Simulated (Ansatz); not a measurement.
**Alloy of NaCl and KCl (7 of 8 Na sites exchanged), 16 atoms with displaced atoms**

Aim: a base single point, then the same cell under other settings, to see what each one moves.

Method: density functional theory in Ansatz 0.2.0, PAW datasets, plane waves.

**1. Starting point**

16 atoms (8 Cl, 7 K, 1 Na); a = 12.333 Å, b = 6.166 Å, c = 6.166 Å, α = 90.00°, β = 90.00°, γ = 90.00°. All atoms were shaken off their sites by about 0.02 Å along each axis.

Coordinates:

```xyz
16
Lattice="12.3328 0.0000 0.0000 0.0000 6.1664 0.0000 0.0000 0.0000 6.1664" Properties=species:S:1:pos:R:3 pbc="T T T"
Cl    3.1068    6.1616    0.0178
Cl    9.2539    6.1295    6.1545
Cl    0.0126    3.1049    0.0043
Cl    6.1586    3.0967    6.1502
Cl    0.0083    6.1532    3.0950
Cl    6.1808    6.1540    3.0682
Cl    3.0900    3.0810    3.0792
Cl    9.2741    3.0981    3.0923
K     0.0252    6.1543    6.1510
K     3.0929    3.0751    0.0310
K     9.2258    3.0679    6.1434
K     3.0686    6.1522    3.0716
K     9.2326    0.0083    3.0784
K     0.0117    3.0959    3.0722
K     6.1601    3.1294    3.0531
Na    6.1395    6.1328    6.1571
```

**2. PBEsol single point**

The input, in.yaml:

```yaml
crystal:
  lattice:
    - [12.332796, 0.000000, 0.000000]
    - [0.000000, 6.166398, 0.000000]
    - [0.000000, 0.000000, 6.166398]
  atoms:
    - { symbol: Cl, position: [0.251915, 0.999225, 0.002883] }
    - { symbol: Cl, position: [0.750348, 0.994020, 0.998077] }
    - { symbol: Cl, position: [0.001019, 0.503523, 0.000702] }
    - { symbol: Cl, position: [0.499367, 0.502184, 0.997367] }
    - { symbol: Cl, position: [0.000673, 0.997856, 0.501915] }
    - { symbol: Cl, position: [0.501168, 0.997989, 0.497572] }
    - { symbol: Cl, position: [0.250550, 0.499650, 0.499352] }
    - { symbol: Cl, position: [0.751987, 0.502419, 0.501478] }
    - { symbol: K, position: [0.002044, 0.998039, 0.997511] }
    - { symbol: K, position: [0.250784, 0.498692, 0.005027] }
    - { symbol: K, position: [0.748067, 0.497514, 0.996268] }
    - { symbol: K, position: [0.248814, 0.997697, 0.498122] }
    - { symbol: K, position: [0.748618, 0.001348, 0.499225] }
    - { symbol: K, position: [0.000949, 0.502058, 0.498218] }
    - { symbol: K, position: [0.499490, 0.507495, 0.495116] }
    - { symbol: Na, position: [0.497818, 0.994555, 0.998496] }
kpoints:
  mp_grid: { grid: [2, 2, 2], shift: [0.5, 0.5, 0.5] }
hamiltonian:
  xc: pbesol
scf:
  occupations: { method: fermi_dirac, width: 0.01 }
output:
  forces: true
  eigenvalues: true
  stress: true
  populations: true
```

Launch:

```bash
$ ansatz run in.yaml --threads 7 --pin off --max-ram 13300MiB --runs-dir r --events-out ev --progress --plain
```

**3. Variant: density cutoff ratio 8**

in.yaml, as its differences from that of step 2:

```diff
@@ -24,2 +24,3 @@
   mp_grid: { grid: [2, 2, 2], shift: [0.5, 0.5, 0.5] }
+basis: { ecutrho_ratio: 8 }
 hamiltonian:
@@ -28,2 +29,3 @@
   occupations: { method: fermi_dirac, width: 0.01 }
+  max_iter: 60
 output:
@@ -32,2 +34 @@
   stress: true
-  populations: true
```

**4. Run again with accuracy high, mixer broyden**

in.yaml, as its differences from that of step 3:

```diff
@@ -1 +1,2 @@
+accuracy: high
 crystal:
@@ -24,3 +25,2 @@
   mp_grid: { grid: [2, 2, 2], shift: [0.5, 0.5, 0.5] }
-basis: { ecutrho_ratio: 8 }
 hamiltonian:
@@ -29,3 +29,4 @@
   occupations: { method: fermi_dirac, width: 0.01 }
-  max_iter: 60
+  max_iter: 50
+  mixing: { algorithm: broyden }
 output:
```

**5. Variant: charge changed by 6**

in.yaml, as its differences from that of step 4:

```diff
@@ -1,2 +1 @@
-accuracy: high
 crystal:
@@ -27,6 +26,6 @@
   xc: pbesol
+total_charge: 6
 scf:
   occupations: { method: fermi_dirac, width: 0.01 }
-  max_iter: 50
-  mixing: { algorithm: broyden }
+  max_iter: 100
 output:
```

**6. Run again with mixer anderson, at most 2 cycles**

in.yaml, as its differences from that of step 5:

```diff
@@ -26,6 +26,6 @@
   xc: pbesol
-total_charge: 6
 scf:
   occupations: { method: fermi_dirac, width: 0.01 }
-  max_iter: 100
+  max_iter: 2
+  mixing: { algorithm: anderson }
 output:
```

What does the calculation give? Wanted: for each run, settings; status; energy from base; forces from base.

The runs gave:

| settings | status | cycles | time | energy from base (meV/atom) | forces from base (eV/Å rms) | filled to empty level on the mesh (eV) |
| --- | --- | --- | --- | --- | --- | --- |
| base | converged | 7 | 4.4 s (7 CPU threads) | 0 | 0 | 6.05 |
| density cutoff ratio 8 | converged | 7 | 3.9 s (7 CPU threads) | 0.0 | 0.000 | 6.05 |
| accuracy high, mixer broyden | converged | 10 | 5.4 s (7 CPU threads) | 0.0 | 0.000 | 6.05 |
| charge changed by 6 | converged | 27 | 9 s (7 CPU threads) | - | 0.020 | - |
| mixer anderson, at most 2 cycles | not converged | - | 3.2 s (7 CPU threads) | - | - | - |

**What this shows.** Among these variants the forces move most with charge changed by 6 (0.020 eV/Å rms). The base mesh is coarse for so small a cell, so pressure, spacing and their changes aren't converged values of the solid. 1 of 4 variants gave no result: mixer anderson, at most 2 cycles (not converged).
